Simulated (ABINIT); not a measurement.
MoSe3:

```
Mo Se
1.0
     4.38954    0.00000    0.00000
     0.00000    4.38954    0.00000
     0.00000    0.00000    4.41303
Mo Se
1 3
Direct
  0.00000 0.00000 0.00000
  0.00000 0.50000 0.50000
  0.50000 0.00000 0.50000
  0.50000 0.50000 0.00000
```

The cell was built by a generator and needn't be a form met in nature.

Base run:

```yaml
Program: ABINIT 10.8.3 (patched build)
Functional: LDA-Teter
Potentials_or_basis: JTH PAW LDA v2.0
Cutoff: 408 eV
k_mesh: 4 × 4 × 4
Occupations: fermi-dirac, width 0.05 eV
Spin: spin-orbit coupling, no magnetisation
```

Its results: band gap on the k mesh none (metal or under the smearing width); pressure -15.1 GPa.

The run is repeated on the same cell with these changes: functional from LDA-Teter to PBE; potentials or basis from JTH PAW LDA v2.0 to JTH PAW PBE v2.0. What comes out?

Band gap on the k mesh none (metal or under the smearing width); pressure -9.5 GPa.

Caveats: so large a pressure means that the cell lies far from this level's equilibrium, or that cutoff or potentials fall short (some runs).

Not every run made on this cell is shown here.
